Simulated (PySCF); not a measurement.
# C3H9FGeO: the cost of one run

Programs: PySCF 2.14.0, with density-fitted response routines of our own. Each step states its level of theory. These are calculated values for one molecule in the gas phase, unless marked as measured. Atoms are numbered from 0 throughout.

### 1 The starting structure

15 atoms, charge 0, multiplicity 1; geometry from: GFN2-xTB.

Bonds of the start (Å): O0–C1 1.40, C1–C2 1.53, C2–F3 1.39, C2–C4 1.52, C4–Ge5 1.98, O0–H6 0.96, C1–H7 1.10, C1–H8 1.09, C2–H9 1.10, C4–H10 1.09, C4–H11 1.09, Ge5–H12 1.50, Ge5–H13 1.49, Ge5–H14 1.49.

### 2 Excited states and response: CAM-B3LYP/def2-SVPD

The job: settings as JSON, then the geometry in Å.

```
{"job": {"kind": "uv", "xc": "CAM-B3LYP", "basis": "def2-SVPD", "nstates": 8, "ntriplets": 3}, "charge": 0, "multiplicity": 1}
O      1.407734     1.428110     1.052096
C      1.390694     0.773310    -0.183687
C      0.952374    -0.693794    -0.087551
F      0.892893    -1.176264    -1.386628
C     -0.419175    -0.883364     0.532367
Ge    -1.838164    -0.008130    -0.532375
H      0.500772     1.555341     1.354748
H      0.725268     1.276648    -0.902429
H      2.411905     0.817168    -0.570223
H      1.714700    -1.291193     0.429407
H     -0.630858    -1.953807     0.566449
H     -0.407888    -0.529910     1.563655
H     -1.856980     1.474227    -0.295394
H     -3.167847    -0.527258    -0.089905
H     -1.679841    -0.253095    -1.989406
```

With the program's defaults for keys left out, this is: TDDFT CAM-B3LYP/def2-SVPD, vertical, gas phase, core orbitals frozen in the response.

On the command line:

```console
$ OMP_NUM_THREADS=1 python probes_run.py task.json out
```

The driver reads the jobs from task.json and runs them one after another.

**Question.** How long does this job take on 1 thread of Arm Neoverse N1, shared host, and how much memory does it need?

About 99 s, with a peak of 0.96 GiB.
